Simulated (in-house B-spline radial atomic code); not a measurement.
**Cl²⁺: excited configurations**

How much energy does it take to promote electrons of Cl²⁺ to other shells? Each configuration is solved by itself and compared with the reference.

The numbers are computed with in-house B-spline radial atomic code version 1 (non-relativistic TPSSh, spin-polarised, spherical density, exact exchange averaged over the configuration, point nucleus, basis-set limit), except any that are marked as measured or tabulated.

### 1 The atom as given

```
element       : chlorine (Z = 17)
charge        : +2
electrons     : 15
configuration : [Ne] 3s2 3p3
Hamiltonian   : non-relativistic
nucleus       : point
```

The outer shells:

[Ne] 3s2 3p3
```
[Ne] core
3s [↑↓]
3p [↑ ][↑ ][↑ ]
```

Where spins are not typed, each open shell is filled with up spins first.

### 2 The base configuration

Settings, as recorded:

```ini
Z = 17
electrons = 15.0
configuration = [Ne] 3s2 3p3
hamiltonian = nr
method = tpssh
spin_polarised = True
exact_exchange = averaged over the configuration
```

The run is started by

```console
> python run_scf.py task.json out
```

One command runs all members of the session, one after another, from task.json.

### 3 Run with [Ne] 3s2 3p2 3d1

The settings differ from step 2 so:

```diff
@@ -2,3 +2,3 @@
 electrons = 15.0
-configuration = [Ne] 3s2 3p3
+configuration = [Ne] 3s2 3p2 3d1
 hamiltonian = nr
```

### 4 [Ne] 3s1 3p3 4p1

The settings differ from step 3 so:

```diff
@@ -2,3 +2,3 @@
 electrons = 15.0
-configuration = [Ne] 3s2 3p2 3d1
+configuration = [Ne] 3s1 3p3 4p1
 hamiltonian = nr
```

### 5 [He] 2s2 2p5 3s2 3p3 4s1

The settings differ from step 4 so:

```diff
@@ -2,3 +2,3 @@
 electrons = 15.0
-configuration = [Ne] 3s1 3p3 4p1
+configuration = [He] 2s2 2p5 3s2 3p3 4s1
 hamiltonian = nr
```

### 6 Configuration [He] 2s2 2p5 3s2 3p3 4p1

Settings, as recorded:

```ini
Z = 17
electrons = 15.0
configuration = [He] 2s2 2p5 3s2 3p3 4p1
hamiltonian = nr
method = tpssh
spin_polarised = True
exact_exchange = averaged over the configuration
```

### 7 Configuration [Ne] 3s1 3p3 3d1

The settings differ from step 6 so:

```diff
@@ -2,3 +2,3 @@
 electrons = 15.0
-configuration = [He] 2s2 2p5 3s2 3p3 4p1
+configuration = [Ne] 3s1 3p3 3d1
 hamiltonian = nr
```

### 8 Configuration [Ne] 3s1 3p3 4f1

The settings differ from step 7 so:

```diff
@@ -2,3 +2,3 @@
 electrons = 15.0
-configuration = [Ne] 3s1 3p3 3d1
+configuration = [Ne] 3s1 3p3 4f1
 hamiltonian = nr
```

How far above the reference does each configuration lie (order and size, in eV)?

The runs gave:

| net move | configuration | 2|M_S|+1 | energy above the reference (eV) | largest <r> (bohr) |
| --- | --- | --- | --- | --- |
| 3p → 3d | [Ne] 3s2 3p2 3d1 | 4 | 18.631 | 2.03 |
| 3s → 3d | [Ne] 3s1 3p3 3d1 | 6 | 26.032 | 1.97 |
| 3s → 4p | [Ne] 3s1 3p3 4p1 | 6 | 33.442 | 4.00 |
| 3s → 4f | [Ne] 3s1 3p3 4f1 | 6 | 40.200 | 5.67 |
| 2p → 4s | [He] 2s2 2p5 3s2 3p3 4s1 | 6 | 220.96 | 3.41 |
| 2p → 4p | [He] 2s2 2p5 3s2 3p3 4p1 | 6 | 224.28 | 3.88 |

**Reading.** The lowest of them is 3p → 3d at 18.631 eV and the highest 2p → 4p at 224.28 eV. 2 of them lie more than 60 % above minus the reference's highest level (34.057 eV), in the range where a state can decay by emitting an electron. The reference has 2|M_S|+1 = 4; 5 of the configurations differ from it in spin. These are spherical averages at the typed spins, not spectroscopic levels.
